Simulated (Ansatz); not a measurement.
**TiCl4: energies up the ladder**

The task, for TiCl4: energies up the ladder.

Method: the levels named in each step, in Ansatz 0.2.0.

**1. The starting structure**

Bond lengths: Cl1–Ti2 2.111 Å, Ti2–Cl3 2.111 Å, Ti2–Cl4 2.111 Å, Ti2–Cl5 2.111 Å. Angles: Cl1–Ti2–Cl3 109.5°, Cl1–Ti2–Cl4 109.5°, Cl1–Ti2–Cl5 109.5°, Cl3–Ti2–Cl4 109.5°, Cl3–Ti2–Cl5 109.5°, Cl4–Ti2–Cl5 109.5°.

Coordinates:

```xyz
5

Cl    1.8265   -0.7774    0.7187
Ti   -0.0002    0.0003    0.0002
Cl   -1.0201   -1.4929   -1.0898
Cl   -1.1905    0.6197    1.6295
Cl    0.3840    1.6510   -1.2584
```

**2. A rough first relaxation, PBE-D4/def2-SVP**

This run stands in another session on the same molecule. It ended at:

```xyz
5

Cl    1.8798   -0.7999    0.7396
Ti   -0.0001    0.0001    0.0001
Cl   -1.0500   -1.5364   -1.1213
Cl   -1.2256    0.6377    1.6772
Cl    0.3955    1.6993   -1.2951
```

**3. Relaxation, PBE0-D4/def2-TZVPP**

This run stands in another session on the same molecule. It ended at:

```xyz
5

Cl    1.8727   -0.7969    0.7368
Ti   -0.0001    0.0001    0.0001
Cl   -1.0461   -1.5306   -1.1171
Cl   -1.2210    0.6353    1.6709
Cl    0.3940    1.6929   -1.2903
```

**4. Frequencies, PBE0-D4/def2-TZVPP**

Contents of input.yaml:

```yaml
crystal:
  periodic: [false, false, false]
  atoms:
    - { symbol: Cl, position_ang: [1.87274179, -0.79692856, 0.73677703] }
    - { symbol: Ti, position_ang: [-7.423e-05, 0.00014969, 6.268e-05] }
    - { symbol: Cl, position_ang: [-1.04606065, -1.53063481, -1.11713582] }
    - { symbol: Cl, position_ang: [-1.22095866, 0.63528818, 1.67086021] }
    - { symbol: Cl, position_ang: [0.39398177, 1.69287551, -1.2902541] }
basis:
  gaussian: { orbitals: def2-TZVPP }
hamiltonian:
  xc: pbe0
  dispersion: d4
phonons: {}
```

The run is started by

```
ansatz run input.yaml --threads 4 --pin off --max-ram 10240MiB --backend cpu --events-out ev --progress --plain --runs-dir out
```

The program printed, shortened:

```text
Warning: RAYON_NUM_THREADS=4 ignored (pool sized by the plan → 4); use --threads N
[...]
Functional definition: PBE0
[...]
1812 factors; their error is unknown
[...]
mean field -73193.02442561 eV, -2689.7940356273 hartree, gradient 1.9e-5 eV, S^2 0.000000; 0 other end points of the search recorded, 0 dependent functions left out
[...]
reference -73193.02446181 eV, -2689.7940369578 hartree; 45, 45 occupied and 187, 187 virtual orbitals, 1812 factors
[...]
1812 factors; their error is unknown
mean field -73193.02444461 eV, -2689.7940363256 hartree, gradient 1.8e-6 eV, S^2 0.000000; 0 other end points of the search recorded, 0 dependent functions left out
[...]
reference -73193.02448083 eV, -2689.7940376565 hartree; 45, 45 occupied and 187, 187 virtual orbitals, 1812 factors
[...]
1812 factors; their error is unknown
mean field -73193.02431620 eV, -2689.7940316065 hartree, gradient 1.4e-6 eV, S^2 0.000000; 0 other end points of the search recorded, 0 dependent functions left out
[...]
reference -73193.02435239 eV, -2689.7940329366 hartree; 45, 45 occupied and 187, 187 virtual orbitals, 1812 factors
[...]
1812 factors; their error is unknown
[...]
mean field -73193.02443812 eV, -2689.7940360871 hartree, gradient 1.7e-6 eV, S^2 0.000000; 0 other end points of the search recorded, 0 dependent functions left out
[...]
reference -73193.02447433 eV, -2689.7940374178 hartree; 45, 45 occupied and 187, 187 virtual orbitals, 1812 factors
[...]
1812 factors; their error is unknown
[...]
mean field -73193.02444385 eV, -2689.7940362976 hartree, gradient 1.7e-6 eV, S^2 0.000000; 0 other end points of the search recorded, 0 dependent functions left out
[...]
reference -73193.02448006 eV, -2689.7940376284 hartree; 45, 45 occupied and 187, 187 virtual orbitals, 1812 factors
[...]
1812 factors; their error is unknown
mean field -73193.02440593 eV, -2689.7940349043 hartree, gradient 1.4e-6 eV, S^2 0.000000; 0 other end points of the search recorded, 0 dependent functions left out
[...]
reference -73193.02444214 eV, -2689.7940362347 hartree; 45, 45 occupied and 187, 187 virtual orbitals, 1812 factors
[...]
1812 factors; their error is unknown
mean field -73193.02443537 eV, -2689.7940359860 hartree, gradient 1.6e-6 eV, S^2 0.000000; 0 other end points of the search recorded, 0 dependent functions left out
[...]
reference -73193.02447158 eV, -2689.7940373166 hartree; 45, 45 occupied and 187, 187 virtual orbitals, 1812 factors
Total energy: -73193.23439783 eV, -2689.8017519639 hartree
Atom 0 at     1.872742    -0.796929     0.736777 Å, force    -0.000076     0.000032    -0.000030 eV/Å
Atom 1 at    -0.000074     0.000150     0.000063 Å, force    -0.000000     0.000000     0.000000 eV/Å
Atom 2 at    -1.046061    -1.530635    -1.117136 Å, force     0.000043     0.000062     0.000046 eV/Å
Atom 3 at    -1.220959     0.635288     1.670860 Å, force     0.000049    -0.000026    -0.000067 eV/Å
Atom 4 at     0.393982     1.692876    -1.290254 Å, force    -0.000016    -0.000069     0.000052 eV/Å
Dipole moment:     0.000000    -0.000000    -0.000000 e Å
Vibrations: 112.52 112.52 133.28 133.28 133.28 390.99 506.83 506.83 506.83 cm⁻¹, zero-point energy 0.157233 eV
```

Run time: 60 s. Hardware: 4 threads of Intel Xeon Platinum 8259CL at 2.50GHz (Skylake/Cascade Lake), shared host; peak memory 0.99 GiB.

Harmonic frequencies (cm⁻¹; negative: imaginary): 113, 113, 133, 133, 133, 391, 507, 507, 507.

**5. Single point, PBE-D4/def2-TZVPP**

input.yaml, as its differences from that of step 4:

```diff
@@ -11,4 +11,3 @@
 hamiltonian:
-  xc: pbe0
+  xc: pbe
   dispersion: d4
-phonons: {}
```

The run is started by

```
ansatz run input.yaml --threads 4 --pin off --max-ram 10240MiB --backend cpu --events-out ev --progress --plain --runs-dir out
```

The program printed:

```text
Warning: RAYON_NUM_THREADS=4 ignored (pool sized by the plan → 4); use --threads N
Engine: ansatz 0.2.0, x86_64-unknown-linux-gnu
Functional definition: PBE
  parameter kappa = 0.804
  parameter beta = 0.06672455060314922
  exchange = pbe_x(kappa = kappa, mu = beta*pi^2/3)
  correlation = pbe_c(beta = beta)
1608 factors; their error is unknown
mean field evaluation 1: about -73183.4278 eV, gradient 5.5e1 eV
mean field evaluation 2: about -73149.7780 eV, gradient 1.2e2 eV
mean field evaluation 4: about -73188.9067 eV, gradient 1.2e1 eV
mean field evaluation 8: about -73189.1584 eV, gradient 1.0e-1 eV
mean field evaluation 16: about -73189.1584 eV, gradient 2.7e-5 eV
mean field -73189.15841120 eV, -2689.6519622181 hartree, gradient 2.5e-5 eV, S^2 0.000000; 0 other end points of the search recorded, 0 dependent functions left out
reference -73189.15845821 eV, -2689.6519639459 hartree; 45, 45 occupied and 187, 187 virtual orbitals, 1608 factors
Total energy: -73189.39882268 eV, -2689.6607971772 hartree
```

It took 3 s on 4 threads of Intel Xeon Platinum 8259CL at 2.50GHz (Skylake/Cascade Lake), shared host; peak memory 0.42 GiB.

**6. Single point, r2SCAN-D4/def2-TZVPP**

input.yaml, as its differences from that of step 5:

```diff
@@ -11,3 +11,3 @@
 hamiltonian:
-  xc: pbe
+  xc: r2scan
   dispersion: d4
```

The run is started by

```
ansatz run input.yaml --threads 4 --pin off --max-ram 10240MiB --backend cpu --events-out ev --progress --plain --runs-dir out
```

The program printed:

```text
Warning: RAYON_NUM_THREADS=4 ignored (pool sized by the plan → 4); use --threads N
[... 1 set-up line as earlier in the session ...]
Functional definition: r2SCAN
  parameter k0 = 0.174
  parameter k1 = 0.065
  parameter a1 = 4.9479
  exchange = r2scan_x(k0 = k0, k1 = k1, a1 = a1)
  correlation = r2scan_c
1608 factors; their error is unknown
mean field evaluation 1: about -73209.0106 eV, gradient 3.5e1 eV
mean field evaluation 2: about -73192.8196 eV, gradient 8.5e1 eV
mean field evaluation 4: about -73211.0664 eV, gradient 1.6e1 eV
mean field evaluation 8: about -73211.5189 eV, gradient 2.0e-1 eV
mean field evaluation 16: about -73211.5190 eV, gradient 7.1e-5 eV
mean field -73211.51895629 eV, -2690.4736970939 hartree, gradient 7.1e-5 eV, S^2 0.000000; 0 other end points of the search recorded, 0 dependent functions left out
reference -73211.51897013 eV, -2690.4736976023 hartree; 45, 45 occupied and 187, 187 virtual orbitals, 1608 factors
Total energy: -73211.57333443 eV, -2690.4756954535 hartree
```

Wall time 5.1 s (4 threads of Intel Xeon Platinum 8259CL at 2.50GHz (Skylake/Cascade Lake), shared host); peak memory 0.45 GiB.

**7. Single point, B3LYP-D4/def2-TZVPP**

input.yaml, as its differences from that of step 6:

```diff
@@ -11,3 +11,3 @@
 hamiltonian:
-  xc: r2scan
+  xc: { name: B3LYP }
   dispersion: d4
```

The run is started by

```
ansatz run input.yaml --threads 4 --pin off --max-ram 10240MiB --backend cpu --events-out ev --progress --plain --runs-dir out
```

The program printed:

```text
Warning: RAYON_NUM_THREADS=4 ignored (pool sized by the plan → 4); use --threads N
[... 1 set-up line as earlier in the session ...]
Functional definition: B3LYP
  parameter a0 = 0.2
  parameter ax = 0.72
  parameter ac = 0.81
  exchange = (1 - a0 - ax)*slater_x + ax*b88_x + a0*exact_x
  correlation = (1 - ac)*vwn_rpa_c + ac*lyp_c
1750 factors; their error is unknown
mean field evaluation 1: about -73215.8048 eV, gradient 2.2e1 eV
mean field evaluation 2: about -73215.6447 eV, gradient 2.7e1 eV
mean field evaluation 4: about -73216.8375 eV, gradient 3.8e0 eV
mean field evaluation 8: about -73217.0634 eV, gradient 8.4e-3 eV
mean field -73217.06335149 eV, -2690.6774498594 hartree, gradient 4.0e-5 eV, S^2 0.000000; 0 other end points of the search recorded, 0 dependent functions left out
reference -73217.06363642 eV, -2690.6774603303 hartree; 45, 45 occupied and 187, 187 virtual orbitals, 1750 factors
Total energy: -73217.46021132 eV, -2690.6920341889 hartree
```

Wall time 4.4 s (4 threads of Intel Xeon Platinum 8259CL at 2.50GHz (Skylake/Cascade Lake), shared host); peak memory 0.77 GiB.

**8. Single point, wB97M-V/def2-TZVPP**

input.yaml, as its differences from that of step 7:

```diff
@@ -11,3 +11,2 @@
 hamiltonian:
-  xc: { name: B3LYP }
-  dispersion: d4
+  xc: { name: wB97M-V }
```

The run is started by

```
ansatz run input.yaml --threads 4 --pin off --max-ram 10240MiB --backend cpu --events-out ev --progress --plain --runs-dir out
```

The program printed, shortened:

```text
Warning: RAYON_NUM_THREADS=4 ignored (pool sized by the plan → 4); use --threads N
[...]
Functional definition: wB97M-V
[...]
  gx(w, u) = 1 - cx + cx01*u + cx10*w
  gss(w, u) = css00 + css04*u^4 + css10*w + css20*w^2 + css43*w^4*u^3
  gos(w, u) = cos00 + cos10*w + (cos20 + cos21*u)*w^2 + (cos60 + cos61*u)*w^6
[...]
      + integral(e_c_pw_mod_opposite_spin*gos(b97_w_opposite, b97_u_opposite)) + vv10(b, c)
1704 factors; their error is unknown
237 factors; integrals over basis functions are off by at most 2.1e-5 eV
[...]
mean field -73210.79147120 eV, -2690.4469625098 hartree, gradient 4.1e-5 eV, S^2 0.000000; 0 other end points of the search recorded, 0 dependent functions left out
reference -73210.79152666 eV, -2690.4469645481 hartree; 45, 45 occupied and 187, 187 virtual orbitals, 1704 factors
Total energy: -73210.79152666 eV, -2690.4469645481 hartree
```

Run time: 12 s. Hardware: 4 threads of Intel Xeon Platinum 8259CL at 2.50GHz (Skylake/Cascade Lake), shared host; peak memory 0.94 GiB.

**9. Single point, B2PLYP/def2-TZVPP**

input.yaml, as its differences from that of step 8:

```diff
@@ -11,2 +11,2 @@
 hamiltonian:
-  xc: { name: wB97M-V }
+  xc: { name: B2PLYP }
```

The run is started by

```
ansatz run input.yaml --threads 4 --pin off --max-ram 10240MiB --backend cpu --events-out ev --progress --plain --runs-dir out
```

The program printed, shortened:

```text
Warning: RAYON_NUM_THREADS=4 ignored (pool sized by the plan → 4); use --threads N
[...]
Functional definition: B2PLYP
[...]
1446 factors; integrals over basis functions are off by at most 6.0e-4 eV
[...]
mean field -73185.52222012 eV, -2689.5183346607 hartree, gradient 4.6e-6 eV, S^2 0.000000; 0 other end points of the search recorded, 0 dependent functions left out
25 core orbitals not correlated: weight in the atoms' cores, before any rotation towards them, 1.000 or more for the frozen orbitals, at most 0.000 for the correlated occupied ones
reference -73185.52240190 eV, -2689.5183413410 hartree; 20, 20 occupied and 187, 187 virtual orbitals, 1446 factors
second order -41.62188412 eV of doubles, -0.00000000 eV of singles
Total energy: -73196.76031061 eV, -2689.9313268689 hartree
```

Wall time 7.7 s (4 threads of Intel Xeon Platinum 8259CL at 2.50GHz (Skylake/Cascade Lake), shared host); peak memory 0.69 GiB.

**10. Single point, LDA/def2-TZVPP**

input.yaml, as its differences from that of step 9:

```diff
@@ -11,2 +11,2 @@
 hamiltonian:
-  xc: { name: B2PLYP }
+  xc: lda
```

The run is started by

```
ansatz run input.yaml --threads 4 --pin off --max-ram 10240MiB --backend cpu --events-out ev --progress --plain --runs-dir out
```

The program printed:

```text
Warning: RAYON_NUM_THREADS=4 ignored (pool sized by the plan → 4); use --threads N
[... 1 set-up line as earlier in the session ...]
Functional definition: SPW92
  exchange = slater_x
  correlation = pw_c
1608 factors; their error is unknown
mean field evaluation 1: about -72991.0575 eV, gradient 6.6e1 eV
mean field evaluation 2: about -72949.3436 eV, gradient 1.4e2 eV
mean field evaluation 4: about -72998.6337 eV, gradient 1.2e1 eV
mean field evaluation 8: about -72998.8592 eV, gradient 1.1e-1 eV
mean field evaluation 16: about -72998.8307 eV, gradient 3.1e-5 eV
mean field -72998.83073267 eV, -2682.6575490408 hartree, gradient 2.1e-5 eV, S^2 0.000000; 0 other end points of the search recorded, 0 dependent functions left out
reference -72998.83077694 eV, -2682.6575506679 hartree; 45, 45 occupied and 187, 187 virtual orbitals, 1608 factors
Total energy: -72998.83077694 eV, -2682.6575506679 hartree
```

Wall time 1.8 s (4 threads of Intel Xeon Platinum 8259CL at 2.50GHz (Skylake/Cascade Lake), shared host); peak memory 0.41 GiB.

**11. Single point, PBE0-D4/def2-SVP**

input.yaml, as its differences from that of step 10:

```diff
@@ -9,4 +9,5 @@
 basis:
-  gaussian: { orbitals: def2-TZVPP }
+  gaussian: { orbitals: def2-SVP }
 hamiltonian:
-  xc: lda
+  xc: pbe0
+  dispersion: d4
```

The run is started by

```
ansatz run input.yaml --threads 4 --pin off --max-ram 10240MiB --backend cpu --events-out ev --progress --plain --runs-dir out
```

The program printed:

```text
Warning: RAYON_NUM_THREADS=4 ignored (pool sized by the plan → 4); use --threads N
[... 2 set-up lines as earlier in the session ...]
  parameter a = 0.25
[... 2 set-up lines as earlier in the session ...]
  exchange = (1 - a)*pbe_x(kappa = kappa, mu = beta*pi^2/3) + a*exact_x
[... 1 set-up line as earlier in the session ...]
982 factors; integrals over basis functions are off by at most 7.8e-4 eV
mean field evaluation 1: about -73170.2537 eV, gradient 2.8e1 eV
mean field evaluation 2: about -73084.4770 eV, gradient 2.3e2 eV
mean field evaluation 4: about -73172.4962 eV, gradient 1.6e0 eV
mean field evaluation 8: about -73172.5963 eV, gradient 2.6e-1 eV
mean field evaluation 16: about -73172.5965 eV, gradient 2.4e-5 eV
mean field -73172.59646144 eV, -2689.0433217905 hartree, gradient 2.4e-5 eV, S^2 0.000000; 0 other end points of the search recorded, 0 dependent functions left out
reference -73172.59654020 eV, -2689.0433246852 hartree; 45, 45 occupied and 58, 58 virtual orbitals, 982 factors
Total energy: -73172.80647622 eV, -2689.0510396913 hartree
```

Wall time 2 s (4 threads of Intel Xeon Platinum 8259CL at 2.50GHz (Skylake/Cascade Lake), shared host); peak memory 0.26 GiB.

**12. Single point, PBE-D4/def2-SVP**

input.yaml, as its differences from that of step 11:

```diff
@@ -11,3 +11,3 @@
 hamiltonian:
-  xc: pbe0
+  xc: pbe
   dispersion: d4
```

The run is started by

```
ansatz run input.yaml --threads 4 --pin off --max-ram 10240MiB --backend cpu --events-out ev --progress --plain --runs-dir out
```

The program printed, shortened:

```text
Warning: RAYON_NUM_THREADS=4 ignored (pool sized by the plan → 4); use --threads N
[... 6 set-up lines as earlier in the session ...]
1160 factors; their error is unknown
mean field evaluation 1: about -73167.8934 eV, gradient 1.8e1 eV
mean field evaluation 2: about -73163.9761 eV, gradient 3.9e1 eV
mean field evaluation 4: about -73168.1802 eV, gradient 1.5e1 eV
mean field evaluation 8: about -73168.6759 eV, gradient 2.0e-1 eV
mean field evaluation 16: about -73168.6200 eV, gradient 3.5e-5 eV
mean field -73168.62003789 eV, -2688.8971909204 hartree, gradient 1.2e-5 eV, S^2 0.000000; 0 other end points of the search recorded, 0 dependent functions left out
reference -73168.62014209 eV, -2688.8971947497 hartree; 45, 45 occupied and 58, 58 virtual orbitals, 1160 factors
Total energy: -73168.86050655 eV, -2688.9060279809 hartree
```

Run time: 1.2 s. Hardware: 4 threads of Intel Xeon Platinum 8259CL at 2.50GHz (Skylake/Cascade Lake), shared host; peak memory 0.18 GiB.

**13. Geometries side by side**

| level | Cl1–Ti2 (Å) | Ti2–Cl3 (Å) | Ti2–Cl4 (Å) | rotational constants (MHz) | dipole (D) | highest frequency (cm⁻¹) | CPU time |
| --- | --- | --- | --- | --- | --- | --- | --- |
| PBE0-D4/def2-TZVPP | 2.1646 | 2.1646 | 2.1646 | 1156.7, 1156.7, 1156.7 | 0.00 | 507 | 99 s |

Constants are for the commonest isotopes at the equilibrium geometry; times are CPU times of the relaxations.

**14. Total energies**

| level | energy (eV) | CPU time |
| --- | --- | --- |
| PBE-D4/def2-TZVPP | -73189.3988 | 11 s |
| r2SCAN-D4/def2-TZVPP | -73211.5733 | 18 s |
| B3LYP-D4/def2-TZVPP | -73217.4602 | 16 s |
| wB97M-V/def2-TZVPP | -73210.7915 | 46 s |
| B2PLYP/def2-TZVPP | -73196.7603 | 29 s |
| LDA/def2-TZVPP | -72998.8308 | 5.9 s |
| PBE0-D4/def2-SVP | -73172.8065 | 7.1 s |
| PBE-D4/def2-SVP | -73168.8605 | 4.2 s |

**15. Outcome**

| quantity | value |
| --- | --- |
| Cl1–Ti2 at PBE0-D4/def2-TZVPP | 2.165 Å |
| Ti2–Cl3 at PBE0-D4/def2-TZVPP | 2.165 Å |
| Ti2–Cl4 at PBE0-D4/def2-TZVPP | 2.165 Å |
| frequencies at PBE0-D4/def2-TZVPP | 113 to 507 cm⁻¹ |
| energy at PBE-D4/def2-SVP | -73168.861 eV |

**Reading.** No mode is imaginary, so the geometry is a minimum. These totals serve in differences with atoms or fragments at the same level; alone they don't rank the methods.
